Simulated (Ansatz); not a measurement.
Debugging a short molecular-dynamics run of CH5ClSi2, SMILES Cl[SiH]1C[SiH2]1 (Ansatz's Python interface).

`ch5clsi2.py`
```python
"""A short Born-Oppenheimer trajectory of CH5ClSi2."""

import ansatz as az
from ase import Atoms
import numpy as np

BASIS_SET = "def2-SVP"
FUNCTIONAL = "pbe"
N_STEPS = 20
TEMPERATURE_K = 500

atoms = Atoms(["Cl", "Si", "C", "Si", "H", "H", "H", "H", "H"], positions=[
    (-0.8458, -0.2309, -2.6029),
    (-0.6463, 0.6823, -0.8007),
    (0.8235, 0.0179, -0.0121),
    (-0.4386, -0.6259, 1.0097),
    (-0.6079, 2.1632, -0.8145),
    (1.4969, 0.7601, 0.482),
    (1.4463, -0.7115, -0.5628),
    (-0.6045, -2.0935, 0.8745),
    (-0.5351, -0.008, 2.4097),
])
ch5clsi2 = az.Crystal.molecule_from_ase(atoms)

base = (
    ch5clsi2.calculation()
    .basis(gaussian=BASIS_SET)
    .functional(FUNCTIONAL)
    .stress()
    .md("nvt_nose_hoover", timestep=0.25, steps=N_STEPS, temperature=TEMPERATURE_K, initial_velocities="maxwell_boltzmann", seed=90, thermostat_time=20)
)
frames = []
base.session().plan().execute(on_event=lambda e: frames.append(e["data"]) if e["event"] == "md_step" else None)
print("t (fs)   E_pot (eV)      E_kin (eV)   T (K)   d(0-1) (A)")
for f in frames[::3]:
    xyz = np.array(f["positions_ang"])
    print(f"{f['time_fs']:6.2f} {f['lagrangian_ev']:14.5f} {f['e_kin_ev']:10.5f} {f['temperature_k']:8.1f} {np.linalg.norm(xyz[0] - xyz[1]):9.4f}")
kept = np.array([f["conserved_ev"] for f in frames])
print(f"conserved energy moves by at most {1000 * np.ptp(kept):.3f} meV")
```

```console
$ python ch5clsi2.py
Traceback (most recent call last):
  File "ch5clsi2.py", line 33, in <module>
    base.session().plan().execute(on_event=lambda e: frames.append(e["data"]) if e["event"] == "md_step" else None)
    ~~~~~~~~~~~~^^
  ...
ansatz.RefusalError: invalid value for `basis.gaussian`: such a run doesn't read output.stress; remove what it names
$ echo $?
1
```
(Library frames cut from the traceback.)

What is wrong, and how is it mended?

The fault: a molecule has no stress. The change:

```diff
--- before
+++ after
@@ -28,3 +28,2 @@
     .functional(FUNCTIONAL)
-    .stress()
     .md("nvt_nose_hoover", timestep=0.25, steps=N_STEPS, temperature=TEMPERATURE_K, initial_velocities="maxwell_boltzmann", seed=90, thermostat_time=20)
```

The mended script runs so:

Output of `python ch5clsi2.py`:
```text
t (fs)   E_pot (eV)      E_kin (eV)   T (K)   d(0-1) (A)
  0.00   -29371.31913    0.45241    500.0    2.0302
  0.75   -29371.33557    0.46880    518.1    2.0327
  1.50   -29371.33842    0.47161    521.2    2.0354
  2.25   -29371.32977    0.46292    511.6    2.0382
  3.00   -29371.31853    0.45164    499.2    2.0413
  3.75   -29371.31757    0.45062    498.0    2.0446
  4.50   -29371.33800    0.47095    520.5    2.0481
conserved energy moves by at most 0.281 meV
```

Total energies depend on the basis set; only differences at equal settings carry meaning. The trajectory is only some femtoseconds long, so its temperature is not equilibrated; where the script doesn't relax first, it starts from a rough generated geometry. The temperature counts the internal degrees of freedom alone. Hardware and time: 64 s on 1 thread of Arm Neoverse V1, with other jobs on the host, peak memory 0.2 GiB.

(Lines on the test bed's own set-up are left out of the output.)
